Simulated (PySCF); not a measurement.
# ZnP: bond curves at several levels of theory

The task here is to estimate one member of a computed series from the others.

The runs use PySCF 2.14.0; Zn def2-SVPD, P def2-SVPD, no relativity.

Set-up of the first run:

A driver script around PySCF takes these settings:

```json
{"atoms": "Zn, P", "charge": "0", "basis": "Zn def2-SVPD, P def2-SVPD", "Hamiltonian": "no relativity", "basis functions": "58", "electrons treated": "45", "masses in u": "63.9291, 30.9738", "levels": "PBE0, PBE, r²SCAN, MN15, BHandHLYP, M06, CAM-B3LYP, HF, MP2, SCS-MP2", "grid": "80 radial by 434 angular points", "occupations": "held fixed by the projection of orbital angular momentum", "dissociation limit": "Zn + P, each in its ground configuration", "starting distance in angstrom": "2.255", "values of 2S to try": "1, 3"}
```

Started as:

```console
OMP_NUM_THREADS=1 python dia.py task.json out
```

Steps of the session up to this table: Input; PBE0 along the bond; Higher solutions at PBE0; PBE (GGA); r²SCAN; MN15; BHandHLYP; M06; CAM-B3LYP (range-separated hybrid); UHF.

One table of the session follows, with a row left open; its other results are not shown here.

It belongs to the step «The curves together». Energy (eV) from each level's lowest point:

| R (Å) | UHF | UHF-MP2 | UHF-SCS-MP2 | PBE | r²SCAN |
| --- | --- | --- | --- | --- | --- |
| 2.095 | 0.611 | 0.467 | 0.510 | 0.419 | 0.355 |
| 2.192 | 0.289 | 0.200 | 0.229 | 0.177 | 0.132 |
| 2.290 | 0.108 | 0.061 | 0.077 | 0.051 | 0.027 |
| 2.363 | 0.038 | 0.014 | 0.021 | 0.010 | 0.000 |
| 2.436 | 0.006 | 0.000 | 0.000 | 0.000 | 0.005 |
| 2.509 | 0.000 | 0.009 | 0.002 | 0.013 | 0.032 |
| 2.607 | ? | ? | ? | ? | ? |
| 2.728 | 0.043 | 0.092 | 0.067 | 0.127 | 0.184 |
| 2.874 | 0.071 | 0.147 | 0.111 | 0.227 | 0.304 |
| 3.069 | 0.086 | 0.194 | 0.145 | 0.356 | 0.454 |

Q: Estimate the row for R (Å) = 2.607 from the others.

Worked estimate for «UHF». A straight line through the neighbours (2.509, 0.000) and (2.728, 0.043) gives 0.000 + (0.043 − 0.000) × (2.607 − 2.509) / (2.728 − 2.509) = 0.019; a parabola fitted to 4 rows on both sides gives 0.018.

**Answer.** UHF: 0.014; UHF-MP2: 0.041; UHF-SCS-MP2: 0.025; PBE: 0.054; r²SCAN: 0.091. In «UHF» the line misses by +0.005 and the parabola by +0.004.
